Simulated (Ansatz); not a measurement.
# InSe5: the cost of one run

Program: Ansatz 0.2.0. Level of theory: DFT PBE, scalar-relativistic, plane waves, PAW. These are calculated values, not measurements.

## 1. The structure to begin with

Symmetry: F-43m, No. 216, cubic system. The conventional cell has a = 8.592 Å, b = 8.592 Å, c = 8.592 Å, α = 90.00°, β = 90.00°, γ = 90.00°. In (site symmetry -43m) is surrounded by 16 Se at 3.56 to 3.72 Å. Se (site symmetry 3m) has 9 Se at 3.03 to 3.56 Å and 3 In at 3.56 Å as nearest neighbours. Se (site symmetry -43m) is surrounded by 12 Se at 3.56 Å and 4 In at 3.72 Å.

Coordinates:

```
In Se
1.0
     0.00000    4.29599    4.29599
     4.29599    0.00000    4.29599
     4.29599    4.29599    0.00000
In Se
1 5
Direct
  0.00000 0.00000 0.00000
  0.37522 0.87435 0.37522
  0.37522 0.37522 0.37522
  0.75000 0.75000 0.75000
  0.87435 0.37522 0.37522
  0.37522 0.37522 0.87435
```

A structure generator made this guess: species swapped into a database cell of CaAu5 (F-43m, No. 216), with In on the Ca sites and Se on the Au sites. The dimensions are guesses.

## 2. Probe: one point on a coarse mesh

Input file input.yaml:

```yaml
crystal:
  lattice:
    - [0.0, 4.29598883, 4.29598883]
    - [4.29598883, 0.0, 4.29598883]
    - [4.29598883, 4.29598883, 0.0]
  atoms:
    - { symbol: In, position: [0.0, 0.0, 0.0] }
    - { symbol: Se, position: [0.37521831, 0.87434506, 0.37521831] }
    - { symbol: Se, position: [0.37521831, 0.37521831, 0.37521831] }
    - { symbol: Se, position: [0.75, 0.75, 0.75] }
    - { symbol: Se, position: [0.87434506, 0.37521831, 0.37521831] }
    - { symbol: Se, position: [0.37521831, 0.37521831, 0.87434506] }
basis:
  ecutwfc: 420
kpoints:
  mp_grid: { grid: [4, 4, 4] }
hamiltonian:
  xc: pbe
scf:
  occupations: { method: gaussian, width: 0.1 }
  lower_state_search: "off"
output:
  forces: true
  stress: true
  eigenvalues: true
```

On the command line:

```bash
$ ansatz run input.yaml --threads 1 --pin off --max-ram 2560MiB --backend cpu --events-out ev --progress --plain --runs-dir out
```

What time and memory should one allow on 1 thread of Arm Neoverse V1, shared host?

About 6.2 s, with a peak of 0.38 GiB.
